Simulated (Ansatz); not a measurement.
# CH4GeOS, SMILES O=[C](S)[GeH3]: a short molecular-dynamics run

Program: Ansatz's Python interface.

Script `ch4geos_md.py`:
```python
'''A short Born-Oppenheimer trajectory of CH4GeOS.'''

from dataclasses import dataclass

import ansatz
from ase import Atoms
import numpy as np


@dataclass
class RunConfig:
    basis_set: str = 'def2-SVP'
    functional: str = 'hf'
    n_steps: int = 30
    temperature_k: int = 500


settings = RunConfig()

atoms = Atoms(['O', 'C', 'S', 'Ge', 'H', 'H', 'H', 'H'], positions=[
    [0.685, -0.763, 1.7343],
    [0.6165, -0.3322, 0.5659],
    [2.1188, 0.0873, -0.2733],
    [-0.9752, -0.1519, -0.3697],
    [2.0757, 1.4206, 0.1396],
    [-1.9586, 0.8605, 0.3817],
    [-0.7624, 0.3502, -1.8025],
    [-1.7077, -1.5286, -0.4319],
])
geometry = ansatz.Crystal.molecule_from_ase(atoms)

model = geometry.calculation()
model = model.basis(gaussian=settings.basis_set).functional(settings.functional)
model = model.md('nvt_langevin', timestep=0.5, steps=settings.n_steps, temperature=settings.temperature_k, initial_velocities='maxwell_boltzmann', seed=87, friction=0.01)
frames = []
model.session().plan().execute(on_event=lambda e: frames.append(e['data']) if e['event'] == 'md_step' else None)
print('t (fs)   E_pot (eV)      E_kin (eV)   T (K)   d(0-1) (A)')
for f in frames[::2]:
    xyz = np.array(f['positions_ang'])
    print(f'{f["time_fs"]:6.2f} {f["lagrangian_ev"]:14.5f} {f["e_kin_ev"]:10.5f} {f["temperature_k"]:8.1f} {np.linalg.norm(xyz[0] - xyz[1]):9.4f}')
print('mean temperature', round(float(np.mean([f['temperature_k'] for f in frames])), 1), 'K')
```

```console
$ python ch4geos_md.py
t (fs)   E_pot (eV)      E_kin (eV)   T (K)   d(0-1) (A)
  0.00   -70407.18997    0.45241    437.5    1.2472
  1.00   -70407.20403    0.49572    479.4    1.2418
  2.00   -70407.30200    0.60123    581.4    1.2279
  3.00   -70407.44368    0.76787    742.6    1.2056
  4.00   -70407.54620    0.84315    815.4    1.1787
  5.00   -70407.54276    0.84615    818.3    1.1516
  6.00   -70407.43613    0.76523    740.0    1.1277
  7.00   -70407.30175    0.67696    654.6    1.1107
  8.00   -70407.23796    0.60860    588.5    1.1038
  9.00   -70407.28084    0.64313    621.9    1.1085
 10.00   -70407.39204    0.68853    665.8    1.1246
 11.00   -70407.48769    0.74374    719.2    1.1468
 12.00   -70407.52609    0.78885    762.9    1.1722
 13.00   -70407.49813    0.78245    756.7    1.1965
 14.00   -70407.44115    0.66966    647.6    1.2157
 15.00   -70407.39064    0.68912    666.4    1.2281
mean temperature 673.0 K
```

Caveats:
- Total energies depend on the basis set; only differences at equal settings carry meaning.
- The trajectory is only some femtoseconds long, so its temperature is not equilibrated; where the script doesn't relax first, it starts from a rough generated geometry.
- The printed temperature counts all 3N degrees of freedom under Langevin dynamics, so the first row lies under the target.
- Timing: 73 s on 1 thread of Arm Neoverse V1 (shared host), peak memory 0.28 GiB.

(Lines on the test bed's own set-up are left out of the output.)
